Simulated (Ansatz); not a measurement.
# BH4NOSi: the cost of one run

Program: the Python package of Ansatz 0.2.0. Level of theory: B3LYP/def2-TZVP. These are calculated values, not measurements.

## 1. The system

Bond lengths: N1–Si2 1.724 Å, Si2–B3 2.001 Å, Si2–O4 1.647 Å, B3–O4 1.467 Å, N1–H5 1.034 Å, N1–H6 1.062 Å, Si2–H7 1.498 Å, B3–H8 1.206 Å. Angles: N1–Si2–B3 113.6°, N1–Si2–O4 111.3°, N1–Si2–H7 117.4°, B3–Si2–O4 46.2°, B3–Si2–H7 128.3°, O4–Si2–H7 105.2°, Si2–N1–H5 111.0°, Si2–N1–H6 110.9°, H5–N1–H6 104.6°, Si2–B3–O4 54.1°, Si2–B3–H8 132.7°, O4–B3–H8 143.1°, Si2–O4–B3 79.7°.

No structure file is read: the coordinates are typed or built in the script.

## 2. The script

Input file tae_bh4nosi.py:

```python
"""Energy to split BH4NOSi into its atoms."""

from collections import Counter

import ansatz as az


def energy_of(molecule, charge=0, unpaired=0):
    calc = (
        molecule.calculation()
        .basis(gaussian="def2-TZVP")
        .functional("b3lyp")
    )
    if charge:
        calc = calc.charge(charge)
    if unpaired:
        calc = calc.spin("collinear", total=unpaired)
    report = calc.run(threads=1, pin="off").report
    if report["published_state_doubts"]:
        print("  doubts:", report["published_state_doubts"])
    return report["free_energy_ev"]

mol = (
    az.Crystal.molecule()
    .atom("N", (-0.9124, 1.2546, 0.1701))
    .atom("Si", (0.5538, 0.3488, 0.1437))
    .atom("B", (0.3961, -1.4055, -0.8054))
    .atom("O", (0.3098, -1.2012, 0.6452))
    .atom("H", (-1.4191, 1.1129, 1.0608))
    .atom("H", (-1.5837, 0.9091, -0.5766))
    .atom("H", (1.6927, 0.8561, 0.9738))
    .atom("H", (1.0551, -1.932, -1.6674))
)

# unpaired electrons of the ground-state atoms
unpaired = {"N": 3, "Si": 2, "B": 1, "O": 2, "H": 1}
counts = Counter(site.symbol for site in mol.cartesian_sites)
atom_energy = {s: energy_of(az.Crystal.molecule().atom(s, (0, 0, 0)), 0, unpaired[s]) for s in counts}
whole = energy_of(mol, 0, 0)
for s, e in atom_energy.items():
    print(f"{s:2s} x{counts[s]}  {e:14.5f} eV")
print(f"BH4NOSi: {whole:.5f} eV")
split = sum(counts[s] * e for s, e in atom_energy.items()) - whole
print(f"atomisation energy (no zero-point term): {96.485332 * split:.1f} kJ/mol, {split / sum(counts.values()):.3f} eV an atom")
```

## 3. What the engine is handed

The engine receives this input (first run):

```yaml
crystal:
  periodic: [false, false, false]
  atoms:
    - { symbol: "N", position_ang: [0.0, 0.0, 0.0] }
basis:
  gaussian:
    orbitals: def2-TZVP
hamiltonian:
  xc: b3lyp
magnetization:
  spin_polarized: true
  initial_magnetization: 3.0
```

## 4. The run

The run is started by

```sh
> python tae_bh4nosi.py
```

**Question.** How long does this script take on 1 thread of Arm Neoverse V2, shared host, and how much memory does it need?

About 4.4 s, with a peak of 0.33 GiB.
